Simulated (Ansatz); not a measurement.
# ZnGa3: from the listed structure to its properties

The task here is to estimate one member of a computed series from the others.

Method: DFT r2SCAN, scalar-relativistic, plane waves, PAW, in Ansatz 0.2.0.

## Starting point

It takes space group Pm-3m (No. 221, cubic). The conventional cell has a = 4.071 Å, b = 4.071 Å, c = 4.071 Å, α = 90.00°, β = 90.00°, γ = 90.00°. Zn (site symmetry m-3m) is surrounded by 12 Ga at 2.88 Å. Ga (site symmetry 4/mmm) has 4 Zn at 2.88 Å and 8 Ga at 2.88 Å as nearest neighbours.

Structure file:

```xyz
4
Lattice="4.0709 0.0000 0.0000 0.0000 4.0709 0.0000 0.0000 0.0000 4.0709" Properties=species:S:1:pos:R:3 pbc="T T T"
Zn    0.0000    0.0000    0.0000
Ga    0.0000    2.0354    2.0354
Ga    2.0354    0.0000    2.0354
Ga    2.0354    2.0354    0.0000
```

The structure comes from the Materials Project (structure only).

The first run:

(A quick probe on a coarse mesh, which set the mesh and smearing, is not shown.)

Contents of input.yaml:

```yaml
crystal:
  lattice:
    - [4.07086226, 0.0, 0.0]
    - [0.0, 4.07086226, 0.0]
    - [0.0, 0.0, 4.07086226]
  atoms:
    - { symbol: Zn, position: [0.0, 0.0, 0.0] }
    - { symbol: Ga, position: [0.0, 0.5, 0.5] }
    - { symbol: Ga, position: [0.5, 0.0, 0.5] }
    - { symbol: Ga, position: [0.5, 0.5, 0.0] }
basis:
  ecutwfc: 500
kpoints:
  mp_grid: { grid: [10, 10, 10] }
hamiltonian:
  xc: r2scan
scf:
  occupations: { method: gaussian, width: 0.1 }
output:
  forces: true
  stress: true
  eigenvalues: true
relax:
  adjacent_minimum: "off"
  f_tol: 0.005
  max_steps: 80
  cell: { stress_tol: 0.05 }
```

Steps of the session up to this table: Full relaxation; Electronic structure at the relaxed geometry; The cell scaled to 0.97 of its volume; Point at V/V0 = 1.03; The cell scaled to 0.94 of its volume; Volume × 1.06.

One of the session's tables, all rows but one given; the rest of the session is left out.

It belongs to the step «Equation of state». 

| volume (Å³/atom) | energy above the lowest point (meV/atom) | pressure (GPa) |
| --- | --- | --- |
| 15.825 | 13.9 | 4.67 |
| 16.330 | 3.3 | 2.13 |
| 16.835 | 0.0 | 0.02 |
| 17.340 | ? | ? |
| 17.845 | 10.8 | -3.23 |

Estimate the missing values for volume (Å³/atom) = 17.340.

Worked estimate for «energy above the lowest point (meV/atom)». A straight line through the neighbours (16.835, 0.0) and (17.845, 10.8) gives 0.0 + (10.8 − 0.0) × (17.340 − 16.835) / (17.845 − 16.835) = 5.4; a parabola fitted to 3 rows on both sides gives 2.5.

As computed: energy above the lowest point (meV/atom): 2.8; pressure (GPa): -1.76. In «energy above the lowest point (meV/atom)» the line misses by +2.6 and the parabola by -0.3.
